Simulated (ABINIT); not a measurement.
Write the native input for ABINIT 10.8.3 (patched build) that does the following.

* Task: single point
* Functional: BLYP
* Potentials or basis: JTH PAW PBE v2.0
* Cutoff: 707 eV
* k mesh: 7 × 7 × 7
* Occupations: fermi-dirac, width 0.05 eV
* Spin: no spin polarisation
* Fine-grid cutoff: 1306.15 eV

The system is BiTe.

```
Bi Te
1.0
     0.00000    3.23500    3.23500
     3.23500    0.00000    3.23500
     3.23500    3.23500    0.00000
Bi Te
1 1
Cartesian
  0.0000 0.0000 0.0000
  3.2350 3.2350 3.2350
```

These files were run (other wordings do the same):

run.abi

```
# Pseudopotentials
pp_dirpath "./"
pseudos "Bi.GGA_PBE-JTH.xml, Te.GGA_PBE-JTH.xml"

# Structure
acell 3*1.0
rprim
     0.0000000000     6.1132640132     6.1132640132
     6.1132640132     0.0000000000     6.1132640132
     6.1132640132     6.1132640132     0.0000000000
ntypat 2
znucl 83 52
natom 2
typat 1 2
xred
     0.0000000000     0.0000000000     0.0000000000
     0.5000000000     0.5000000000     0.5000000000

# Plane-wave basis
ecut 26.0
pawecutdg 48.0
pawxcdev 0

# k points
kptopt 1
ngkpt 7 7 7
nshiftk 1
shiftk 0.0 0.0 0.0

# Exchange and correlation
ixc -106131

# Bands and occupations
nband 15
occopt 3
tsmear 0.05 eV

# SCF cycle
nstep 100
tolvrs 1.0e-9

# Output
iomode 3
prtwf 0
prteig 0
prtebands 0
enunit 1
prtden 1
prtvha 1
prtvclmb 1
prtpot 1
```

Potentials or basis: JTH PAW PBE v2.0.

The run is started by

```sh
$ abinit run.abi > log 2>&1
```

Results of the run:

| Property | Result |
| --- | --- |
| Pressure | 4.3 GPa |
| Band gap on the k mesh | none (metal or under the smearing width) |
| Valence electrons inside the program's atomic spheres | Bi 12.15; Te 3.12 |

Caveat: the PAW data sets were made with another functional, which shifts forces and pressure a little; spin-orbit coupling is left out, which moves the levels of the heavy elements.

Run time: 39 s on 1 thread of Arm Neoverse V2 (shared host), peak memory 0.16 GiB.
